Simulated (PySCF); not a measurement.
# C6H10BN: the cost of one run

Programs: PySCF 2.14.0, with routines of our own; each step states its level. All values are computed. Atoms count from 0.

### Step 1. The starting structure

18 atoms, charge 0, multiplicity 1; geometry from: GFN2-xTB.

### Step 2. Magnetic properties: GIAO BHandHLYP/pcSseg-1

The job: settings as JSON, then the geometry in Å.

```
{"job": {"kind": "mag", "xc": "BHandHLYP", "basis": "pcSseg-1", "isotopologues": 2}, "charge": 0, "multiplicity": 1}
C     -1.808728    -1.473108    -0.202132
B     -1.058336    -0.089535    -0.056867
C     -1.897030     1.255708     0.027299
C      0.466534    -0.039862     0.008538
C      1.413959    -1.060504    -0.008915
C      2.685786    -0.492022     0.088380
C      2.508706     0.871286     0.159926
N      1.188035     1.126691     0.114837
H     -1.236132    -2.221711    -0.743055
H     -1.995146    -1.883354     0.791081
H     -2.780352    -1.380040    -0.682237
H     -1.519853     1.955375     0.772167
H     -1.855594     1.771766    -0.932936
H     -2.948572     1.086109     0.245375
H      1.196215    -2.108067    -0.081715
H      3.624889    -1.009952     0.105497
H      3.237031     1.656333     0.237607
H      0.769830     2.041205     0.145496
```

Level: GIAO BHandHLYP/pcSseg-1 magnetisability, rotational g tensor and spin-rotation constants, non-relativistic, gas phase.

On the command line:

```
$ OMP_NUM_THREADS=1 python excited_run.py task.json out
```

One launch serves the whole session: the jobs run in the order shown.

Q: Estimate the wall time and peak memory of this first job on 1 thread of Arm Neoverse V2, shared host.

About 23 s, with a peak of 0.82 GiB.
